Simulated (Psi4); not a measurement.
# CHClGaNO (SMILES O=C=[N][GaH][Cl]): levels of theory compared

We compute a comparison of 5 runs (B3LYP/6-31G*, BHLYP/6-31G*, M06-2X/6-31G*, wB97M-V/6-31G*, wB97X/6-31G*) of CHClGaNO. 

Program for the calculation: Psi4 1.11.

2 further runs of the same task are left out: 2 set aside as unsound or not needed. Runs told in other sessions of the task aren't counted.

### Step 1. Starting point

CHClGaNO: 6 atoms, total charge 0, spin state singlet. SMILES: `O=C=[N][GaH][Cl]`. The O1–C2 distance was set to 2.094 Å, away from the relaxed value. At this shape a bond of the SMILES string is far longer than usual.

Bond lengths: C2–N3 1.203 Å, N3–Ga4 1.824 Å, Ga4–Cl5 2.132 Å, Ga4–H6 1.540 Å. Angles: C2–N3–Ga4 142.4°, N3–Ga4–Cl5 115.2°, N3–Ga4–H6 121.8°, Cl5–Ga4–H6 123.0°. A long bond or contact: O1–C2 2.094 Å.

### Step 2. A single-point energy at B3LYP/6-31G(d) (spherical functions) (run 1)

Input file chclgano.xyz:

```xyz
6
CHClGaNO
O     -0.706920    -3.539041    -0.879972
C     -0.691800    -1.486000    -0.467600
N     -0.756800    -0.304700    -0.247900
Ga     0.248500     1.124400     0.275700
Cl     2.297400     0.694600     0.677800
H     -0.354900     2.534400     0.412700
```

Input file run_ase.py:

```python
import numpy as np
from ase.calculators.psi4 import Psi4
from ase.io import read

atoms = read('chclgano.xyz')
calc = Psi4(atoms=atoms, method='b3lyp', basis='6-31G*', memory='2200MB', num_threads=1, charge=0, multiplicity=1, label='psi4-calc')
calc.psi4.set_options({'puream': True, 'e_convergence': 1e-09, 'd_convergence': 1e-08, 'scf_type': 'pk', 'dft_radial_points': 99, 'dft_spherical_points': 590})
atoms.calc = calc

print(f'energy: {atoms.get_potential_energy():.6f} eV')
```

Started as:

```
$ python run_ase.py
```

psi4-calc.dat:

```text
[...]
  Running in c1 symmetry.
[...]
  Nuclear repulsion =  356.605662977807810
[...]
  Multiplicity = 1
[...]
  Nalpha       = 35
  Nbeta        = 35
[...]
    Number of basis functions: 94
[...]
   @RKS iter   1: -2551.16313664312111   -1.84927e+00   3.26065e-02 ADIIS/DIIS
[...]
   @RKS iter  21: -2553.32039913884955   -3.63798e-12   7.07043e-09 DIIS
[...]
  @RKS Final Energy: -2553.32039913884955
   => Energetics <=
    Nuclear Repulsion Energy =            356.6056629778078104
    One-Electron Energy =               -4256.4093189332907059
    Two-Electron Energy =                1446.6697124050356251
    DFT Exchange-Correlation Energy =    -100.1864555884023673
    Empirical Dispersion Energy =           0.0000000000000000
    VV10 Nonlocal Energy =                  0.0000000000000000
    Total Energy =                      -2553.3203991388495524
[...]
 Multipole Moments:
 ------------------------------------------------------------------------------------
     Multipole            Electronic (a.u.)      Nuclear  (a.u.)        Total (a.u.)
 ------------------------------------------------------------------------------------
 L = 1.  Multiply by 2.5417464519 to convert [e a0] to [Debye]
 Dipole X            :          1.0412975           -1.0938882           -0.0525907
 Dipole Y            :          6.7429573           -4.4959339            2.2470234
 Dipole Z            :          1.5899306           -1.1551948            0.4347358
 Magnitude           :                                                    2.2892957
[...]
```

Standard output:

```text
energy: -69479.387025 eV
```

It took 18 s on 1 thread of Intel Xeon Platinum 8488C (Sapphire Rapids), shared host; peak memory 1 GiB.

### Step 3. A single-point energy at BHLYP/6-31G(d) (spherical functions) (run 2)

Input file calc.dat:

```
memory 2200 mb

molecule {
  O     -1.33588519    -6.68781823    -1.66290608
  C     -1.30731253    -2.80813302    -0.88363594
  N     -1.43014473    -0.57579955    -0.46846311
  Ga     0.46959694     2.12480805     0.52099749
  Cl     4.34145680     1.31260377     1.28085637
  H     -0.67066380     4.78932189     0.77988997
  units bohr
  symmetry c1
  no_reorient
  no_com
}

set basis 6-31G*
set reference rks
set puream true
set e_convergence 1e-09
set d_convergence 1e-08
set scf_type pk
set dft_radial_points 99
set dft_spherical_points 590

result, w = energy('bhhlyp', return_wfn=True)
oeprop(w, 'MAYER_INDICES', 'WIBERG_LOWDIN_INDICES', 'LOWDIN_CHARGES')
```

Started as:

```
$ psi4 calc.dat calc.out -n 1
```

calc.out:

```text
[...]
  Running in c1 symmetry.
[...]
  Nuclear repulsion =  356.605663211788283
[...]
  Multiplicity = 1
[...]
  Nalpha       = 35
  Nbeta        = 35
[...]
    Number of basis functions: 94
[...]
   @RKS iter   1: -2551.11805598729370   -2.55996e+00   3.10516e-02 DIIS/ADIIS
[...]
   @RKS iter  16: -2553.14336576568030   -4.54747e-12   8.11916e-09 DIIS
[...]
  @RKS Final Energy: -2553.14336576568030
   => Energetics <=
    Nuclear Repulsion Energy =            356.6056632117882828
    One-Electron Energy =               -4256.9871026747132419
    Two-Electron Energy =                1410.9387733489468246
    DFT Exchange-Correlation Energy =     -63.7006996517026067
    Empirical Dispersion Energy =           0.0000000000000000
    VV10 Nonlocal Energy =                  0.0000000000000000
    Total Energy =                      -2553.1433657656803007
[...]
 Multipole Moments:
 ------------------------------------------------------------------------------------
     Multipole            Electronic (a.u.)      Nuclear  (a.u.)        Total (a.u.)
 ------------------------------------------------------------------------------------
 L = 1.  Multiply by 2.5417464519 to convert [e a0] to [Debye]
 Dipole X            :        -59.2702246           59.1496371           -0.1205874
 Dipole Y            :        -16.4914241           18.5906947            2.0992706
 Dipole Z            :        -16.4319342           16.8210644            0.3891302
 Magnitude           :                                                    2.1384342
[...]
```

Wall time 13 s (1 thread of Intel Xeon Platinum 8488C (Sapphire Rapids), shared host); peak memory 0.99 GiB.

Runs 3 to 4 aren't shown in full; the table further down has their settings and results.

### Step 4. The energy at wB97X/6-31G(d) (spherical functions) (run 5)

Input file input.json:

```json
{
 "schema_name": "qcschema_input",
 "schema_version": 1,
 "molecule": {
  "schema_name": "qcschema_molecule",
  "schema_version": 2,
  "symbols": ["O", "C", "N", "Ga", "Cl", "H"],
  "geometry": [-1.33588519, -6.68781823, -1.66290608, -1.30731253, -2.80813302, -0.88363594, -1.43014473, -0.57579955, -0.46846311, 0.46959694, 2.12480805, 0.52099749, 4.3414568, 1.31260377, 1.28085637, -0.6706638, 4.78932189, 0.77988997],
  "molecular_charge": 0,
  "molecular_multiplicity": 1,
  "fix_symmetry": "c1"
 },
 "driver": "energy",
 "model": {
  "method": "wb97x",
  "basis": "6-31G*"
 },
 "keywords": {
  "puream": true,
  "e_convergence": 1e-09,
  "d_convergence": 1e-08,
  "scf_type": "pk",
  "dft_radial_points": 99,
  "dft_spherical_points": 590,
  "scf_properties": ["QUADRUPOLE", "DIPOLE", "WIBERG_LOWDIN_INDICES"]
 }
}
```

Started as:

```
$ psi4 --qcschema input.json -n 1 --memory 2200MB
```

stdout:

```text
[...]
  Running in c1 symmetry.
[...]
  Nuclear repulsion =  356.605663211788283
[...]
  Multiplicity = 1
[...]
  Nalpha       = 35
  Nbeta        = 35
[...]
    Number of basis functions: 94
[...]
   @RKS iter   1: -2551.06525213627083   -2.38842e+00   3.23392e-02 ADIIS/DIIS
[...]
   @RKS iter  19: -2553.25346491436994   -6.36646e-12   5.55795e-09 DIIS
[...]
  @RKS Final Energy: -2553.25346491436994
   => Energetics <=
    Nuclear Repulsion Energy =            356.6056632117882828
    One-Electron Energy =               -4256.2465179199971317
    Two-Electron Energy =                1442.1216976190075911
    DFT Exchange-Correlation Energy =     -95.7343078251689832
    Empirical Dispersion Energy =           0.0000000000000000
    VV10 Nonlocal Energy =                  0.0000000000000000
    Total Energy =                      -2553.2534649143699426
[...]
 Multipole Moments:
 ------------------------------------------------------------------------------------
     Multipole            Electronic (a.u.)      Nuclear  (a.u.)        Total (a.u.)
 ------------------------------------------------------------------------------------
 L = 1.  Multiply by 2.5417464519 to convert [e a0] to [Debye]
 Dipole X            :          0.9929716           -1.0938882           -0.1009166
 Dipole Y            :          6.7373310           -4.4959339            2.2413972
 Dipole Z            :          1.5773041           -1.1551948            0.4221093
 Magnitude           :                                                    2.2830291
 L = 2.  Multiply by 1.3450342976 to convert [e a0^2] to [Debye ang]
 Quadrupole XX       :       -353.1910123          316.5904166          -36.6005957
 Quadrupole XY       :       -212.9381025          208.2217504           -4.7163521
[...]
```

The result, in JSON:

```text
{
 "driver": "energy",
 "model": {
  "method": "wb97x",
  "basis": "6-31G*"
 },
 "success": true,
 "return_result": -2553.25346491437,
 "properties": {
  "calcinfo_nbasis": 94,
  "calcinfo_nmo": 94,
  "calcinfo_nalpha": 35,
  "calcinfo_nbeta": 35,
  "calcinfo_natom": 6,
  "nuclear_repulsion_energy": 356.6056632117883,
  "return_energy": -2553.25346491437,
  "scf_one_electron_energy": -4256.246517919997,
  "scf_two_electron_energy": 1442.1216976190076,
  "scf_xc_energy": -95.73430782516898,
  "scf_dipole_moment": [-0.10091663298814701, 2.2413971519779805, 0.4221093328337342],
  "scf_total_energy": -2553.25346491437,
  "scf_iterations": 19
 }
}
```

It took 20 s on 1 thread of Intel Xeon Platinum 8488C (Sapphire Rapids), shared host; peak memory 1.1 GiB.

### Step 5. The series

```
run                                 level      task   energy (Eh)  dipole moment (D)  HOMO energy (eV)  LUMO energy (eV)  wall time
  1    B3LYP/6-31G* (spherical functions)    energy  -2553.320399               5.82             -6.86             -3.52       18 s
  2    BHLYP/6-31G* (spherical functions)    energy  -2553.143366               5.44             -9.51             -1.87       13 s
  3   M06-2X/6-31G* (spherical functions)  gradient  -2553.165883               5.63             -9.26             -2.20       39 s
  4  wB97M-V/6-31G* (spherical functions)    energy  -2553.094455               5.70             -9.82             -0.91      2 min
  5    wB97X/6-31G* (spherical functions)    energy  -2553.253465               5.80             -9.89             -0.84       20 s
```

### Step 6. Outcome

| quantity | value |
| --- | --- |
| run 5: total energy | -2553.25346 Eh |
| run 5: dipole moment | 5.80 D |
| run 5: HOMO energy | -9.89 eV |
| run 5: LUMO energy | -0.84 eV |
| run 5: HOMO–LUMO gap | 9.06 eV |

What this shows: The dipole moment (its size) runs from 5.44 D (BHLYP/6-31G*) to 5.82 D (B3LYP/6-31G*). The HOMO–LUMO gap runs from 3.34 eV (B3LYP/6-31G*) to 9.06 eV (wB97X/6-31G*). Totals of different functionals can't be ranked against each other. In all runs a closed-shell determinant meets a far-stretched bond; if it breaks into open shells, such a determinant describes it badly, and no broken-symmetry solution was shown. All runs together took 3.5 min, the longest 2 min.
